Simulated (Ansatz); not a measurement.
# RbAl2W3: the cost of one run

Method: DFT PBE, scalar-relativistic, plane waves, PAW, in Ansatz 0.2.0.

## Step 1: The structure to begin with

Symmetry: P6/mmm, No. 191, hexagonal system. Conventional cell: a = 5.052 Å, b = 5.052 Å, c = 6.654 Å, α = 90.00°, β = 90.00°, γ = 120.00°. Rb (site symmetry 6/mmm) has 2 Al at 2.41 Å and 6 W at 2.53 Å in its first shell of neighbours. Al (site symmetry 6mm) is surrounded by 1 Al at 1.82 Å. W (site symmetry mmm) has 2 Rb at 2.53 Å and 4 W at 2.53 Å in its first shell of neighbours.

Structure file:

```cif
data_structure
_symmetry_space_group_name_H-M 'P6/mmm'
_symmetry_Int_Tables_number 191
_cell_length_a 5.0525
_cell_length_b 5.0525
_cell_length_c 6.6541
_cell_angle_alpha 90.000
_cell_angle_beta 90.000
_cell_angle_gamma 120.000
_cell_volume 147.10
loop_
_atom_site_label
_atom_site_type_symbol
_atom_site_symmetry_multiplicity
_atom_site_Wyckoff_symbol
_atom_site_fract_x
_atom_site_fract_y
_atom_site_fract_z
_atom_site_occupancy
Rb1 Rb 1 a 0.00000 0.00000 0.00000 1
Al1 Al 2 e 0.00000 0.00000 0.36287 1
W1 W 3 f 0.50000 0.00000 0.00000 1
```

A structure generator made this guess: random cell by space group and Wyckoff sites (P6/mmm, No. 191). Lengths come from tabulated atomic sizes and are only a guess.

## Step 2: Probe: one point on a coarse mesh

input.yaml reads:

```yaml
crystal:
  lattice:
    - [5.05245914, 0.0, 0.0]
    - [-2.52622957, 4.37555797, 0.0]
    - [0.0, 0.0, 6.65406647]
  atoms:
    - { symbol: Rb, position: [0.0, 0.0, 0.0] }
    - { symbol: Al, position: [0.0, 0.0, 0.36286824] }
    - { symbol: Al, position: [0.0, 0.0, 0.63713176] }
    - { symbol: W, position: [0.5, 0.0, 0.0] }
    - { symbol: W, position: [0.0, 0.5, 0.0] }
    - { symbol: W, position: [0.5, 0.5, 0.0] }
basis:
  ecutwfc: 420
kpoints:
  mp_grid: { grid: [6, 6, 4] }
hamiltonian:
  xc: pbe
scf:
  occupations: { method: gaussian, width: 0.1 }
  lower_state_search: "off"
output:
  forces: true
  stress: true
  eigenvalues: true
```

Started as:

```console
> ansatz run input.yaml --threads 1 --pin off --max-ram 2560MiB --backend cpu --events-out ev --progress --plain --runs-dir out
```

What time and memory should one allow on 1 thread of Intel Xeon Platinum 8259CL at 2.50GHz (Skylake/Cascade Lake), shared host?

About 7.1 s, with a peak of 0.47 GiB.
